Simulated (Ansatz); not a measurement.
# W(SH)F5 (F₅HSW): the relaxed shape and its frontier levels

What does W(SH)F5 (F₅HSW) look like as a singlet, and where do its frontier electrons sit?

Method: RKS PBE0-D4/def2-TZVP; program: Ansatz 0.2.0, Gaussian basis.

The runs, in order: relaxation at PBE-D4/def2-SVP; a single point at PBE0-D4/def2-TZVP.

2 further runs of the same task are left out: 2 set aside as unsound or not needed.

**1. The system as given**

8 atoms, charge 0, spin multiplicity 1.

Atoms are counted from 1 here; the program's logs count them from 0.

Bond lengths: W1–S2 2.453 Å, W1–F4 1.846 Å, W1–F5 1.831 Å, W1–F6 1.842 Å, W1–F7 1.831 Å, W1–F8 1.842 Å, S2–H3 1.348 Å. Angles: S2–W1–F4 178.3°, S2–W1–F5 92.0°, S2–W1–F6 90.1°, S2–W1–F7 92.3°, S2–W1–F8 90.4°, F4–W1–F5 89.2°, F4–W1–F6 88.7°, F4–W1–F7 88.9°, F4–W1–F8 88.4°, F5–W1–F6 177.7°, F5–W1–F7 89.9°, F5–W1–F8 91.1°, F6–W1–F7 91.0°, F6–W1–F8 87.9°, F7–W1–F8 177.1°, W1–S2–H3 92.4°.

Formally the metal is d0. W takes a core potential in the def2 sets. No spin-orbit coupling is included.

The start is a GFN2-xTB geometry.

**2. Optimising with PBE-D4/def2-SVP**

Contents of in.yaml:

```yaml
crystal:
  periodic: [false, false, false]
  atoms:
    - {symbol: W, position_ang: [0.134560, 0.125580, -0.370370]}
    - {symbol: S, position_ang: [0.132830, 0.118440, 2.083060]}
    - {symbol: H, position_ang: [-0.855420, -0.796890, 2.136090]}
    - {symbol: F, position_ang: [0.097900, 0.093470, -2.215440]}
    - {symbol: F, position_ang: [1.964640, 0.107470, -0.432710]}
    - {symbol: F, position_ang: [-1.707880, 0.111930, -0.375610]}
    - {symbol: F, position_ang: [0.152490, 1.955690, -0.437490]}
    - {symbol: F, position_ang: [0.080880, -1.715690, -0.387530]}
basis:
  gaussian: {orbitals: def2-SVP}
hamiltonian: {xc: pbe, dispersion: d4}
scf: {lower_state_search: "off"}
output: {orbitals: {seedname: orbitals}}
relax: {f_tol: 0.02, max_steps: 100}
```

Launch:

```bash
$ ansatz run in.yaml --threads 2 --pin off --events-out ev --progress --plain --max-ram 32768MiB --backend cpu
```

After this run come: Single point, PBE0-D4/def2-TZVP.

Q: Predict the results of all the runs planned. Wanted: point group; near neighbours of the metal; HOMO, LUMO at PBE0-D4/def2-TZVP; charge on the metal; dipole at PBE-D4/def2-SVP.

The runs gave:

| quantity | value |
| --- | --- |
| point group | Cs |
| near neighbours of the metal | S 2.39, F 1.89, F 1.86, F 1.87, F 1.87, F 1.87 Å |
| HOMO, LUMO at PBE0-D4/def2-TZVP | -8.96, -4.75 eV |
| charge on the metal (Mulliken, PBE0-D4/def2-TZVP) | +1.64 e |
| dipole at PBE-D4/def2-SVP | 1.70 D |

**Reading.** The molecule keeps its bonding pattern by the stored test; the atoms moved 0.34 Å (rms), and the angle F4–W1–F5 went from 89° to 106°. The metal has 6 near neighbours by the distance rule, from 1.86 to 2.39 Å. The Mulliken charge of the metal, +1.64 e, depends on the basis and isn't its oxidation state. No usable vibrations, so a minimum isn't proven. Whether this spin is the lowest isn't tested here. The point group is read from a loosely relaxed geometry; soft torsions can leave it below the true symmetry.
